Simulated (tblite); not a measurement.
# C5H8FGaO2: the cost of one run

The runs use tblite 0.8.0 and PySCF 2.14.0, with density-fitted response routines of our own; the level of theory stands in each step. All values are computed, except where a source is named. Atoms are numbered from 0 throughout.

## (1) The starting structure

17 atoms, charge 0, multiplicity 1; geometry from: force field or distance geometry start.

Bonds of the start (Å): C0–C1 1.51, C1–O2 1.44, O2–C3 1.40, C3–C4 1.31, C4–Ga5 2.19, Ga5–F6 1.98, Ga5–O7 2.08, O7–C8 1.37, C8–C3 1.47, C0–H9 1.13, C0–H10 1.12, C0–H11 1.11, C1–H12 1.09, C1–H13 1.13, C4–H14 1.09, C8–H15 1.14, C8–H16 1.11.

## (2) Optimising the geometry with GFN2-xTB

What the job is given:

```
{"job": {"kind": "relax", "xc": "GFN2-xTB", "basis": "xTB"}, "charge": 0, "multiplicity": 1}
C     -2.988300    -0.213000    -0.040000
C     -1.533100     0.004000    -0.377900
O     -0.691700    -0.176700     0.772300
C      0.692100    -0.016900     0.682000
C      1.297700     0.966400     1.303400
Ga     3.412700     0.670300     0.803300
F      4.718300     2.155900     0.703500
O      2.470600    -0.273600    -0.792600
C      1.545300    -0.957800    -0.053700
H     -3.163900    -1.289900     0.242400
H     -3.339300     0.396600     0.827700
H     -3.633100     0.073700    -0.892200
H     -1.420300     0.972800    -0.861100
H     -1.271400    -0.802800    -1.117600
H      0.832500     1.750000     1.896000
H      2.115900    -1.556000     0.725700
H      0.949200    -1.691100    -0.637900
```

On the command line:

```console
> OMP_NUM_THREADS=1 python probes_run.py task.json out
```

One launch serves the whole session: the jobs run in the order shown.

Q: Estimate the wall time and peak memory of this first job on 1 thread of Intel Xeon at 2.50GHz, shared host.

About 3.7 s, with a peak of 0.18 GiB.
